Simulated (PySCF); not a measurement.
# C5H8O2: the cost of one run

Computed with PySCF 2.14.0, with density-fitted response routines of our own, on a single molecule in the gas phase. Atoms count from 0, in the outputs and in this text.

### Step 1. The starting structure

15 atoms, charge 0, multiplicity 1; geometry from: GFN2-xTB.

Bonds of the start (Å): C0–C1 1.51, C1–O2 1.23, C1–C3 1.44, C3–C4 1.36, C4–C5 1.49, C4–O6 1.32, C0–H7 1.09, C0–H8 1.09, C0–H9 1.09, C3–H10 1.08, C5–H11 1.08, C5–H12 1.09, C5–H13 1.09, O6–H14 1.00.

### Step 2. Geometry optimisation at PBE0-D3(BJ)/def2-SVP

The job: settings as JSON, then the geometry in Å.

```
{"job": {"xc": "PBE0", "basis": "def2-SVP", "d3": "d3bj", "grid": 2, "kind": "geom"}, "charge": 0, "multiplicity": 1}
C      2.610110     0.428420     0.104700
C      1.229660    -0.136940    -0.106400
O      1.064810    -1.254700    -0.600740
C      0.129920     0.697600     0.302100
C     -1.157700     0.280010     0.164080
C     -2.333710     1.105450     0.574780
O     -1.465390    -0.900480    -0.346180
H      3.358090    -0.280870    -0.238310
H      2.713280     1.362750    -0.443290
H      2.762460     0.637510     1.161650
H      0.343260     1.663690     0.724960
H     -2.023780     2.083020     0.928480
H     -2.879110     0.588930     1.362900
H     -3.010060     1.216140    -0.270690
H     -0.604850    -1.356350    -0.578810
```

**Question.** How long does this first job take on 8 threads of AMD EPYC 7R13 (Zen 3), shared host?

About 67 s.
